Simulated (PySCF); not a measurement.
# trimethylgallium (C₃H₉Ga): electronic excitations and core binding energies

Wanted: the electronic excitations and core binding energies of trimethylgallium (C₃H₉Ga) (`[CH3][Ga]([CH3])[CH3]`), by calculation.

Programs: PySCF 2.14.0, with density-fitted response routines of our own. Each step states its level of theory. These are calculated values for one molecule in the gas phase, unless marked as measured. Atoms count from 0, in the outputs and in this text.

**1. Starting geometry**

13 atoms, charge 0, multiplicity 1; geometry from: GFN2-xTB.

Bonds of the start (Å): C0–Ga1 2.05, Ga1–C2 2.05, Ga1–C3 2.05, C0–H4 1.09, C0–H5 1.09, C0–H6 1.09, C2–H7 1.09, C2–H8 1.09, C2–H9 1.09, C3–H10 1.09, C3–H11 1.09, C3–H12 1.09.

**2. Excited states and response: PBE0/def2-SVPD**

The job: settings as JSON, then the geometry in Å.

```
{"job": {"kind": "uv", "xc": "PBE0", "basis": "def2-SVPD", "nstates": 8, "ntriplets": 3}, "charge": 0, "multiplicity": 1}
C     -0.681957     1.906262     0.260656
Ga    -0.004968    -0.017746     0.085385
C      2.001034    -0.379558     0.271884
C     -1.323475    -1.540969    -0.277232
H     -0.305126     2.529182    -0.556020
H     -0.338627     2.361000     1.194689
H     -1.774001     1.957271     0.242058
H      2.577427     0.278495    -0.384534
H      2.257467    -1.412804     0.023891
H      2.337085    -0.187126     1.295191
H     -1.709904    -1.487520    -1.299487
H     -0.855304    -2.520731    -0.148454
H     -2.184040    -1.485270     0.395653
```

With the program's defaults for keys left out, this is: TDDFT PBE0/def2-SVPD, vertical, gas phase, core orbitals frozen in the response.

**Question.** This job is followed by: delta-SCF UKS SCAN, pcX-2 on the ionised atom, pcseg-1 elsewhere, spin-free X2C. What will the session give for the following? lowest singlet (PBE0/def2-SVPD); brightest single state of those computed; lowest triplet; C1s binding energies, SCAN/pcX-2.

As calculated:

```
                                quantity                        value
         lowest singlet (PBE0/def2-SVPD)  5.20 eV (239 nm), f = 0.000
brightest single state of those computed  state 4, 6.42 eV, f = 0.121
                          lowest triplet                      4.88 eV
        C1s binding energies, SCAN/pcX-2                 C0 289.51 eV
```

**Reading.** The first singlet state (HOMO→LUMO 1.00) lies at 5.20 eV and is dark; of the 8 states computed, the strongest absorption comes from state 4 at 6.42 eV. The lowest triplet lies 0.31 eV below the lowest singlet (triplets in Tamm-Dancoff, singlets in full TDDFT).
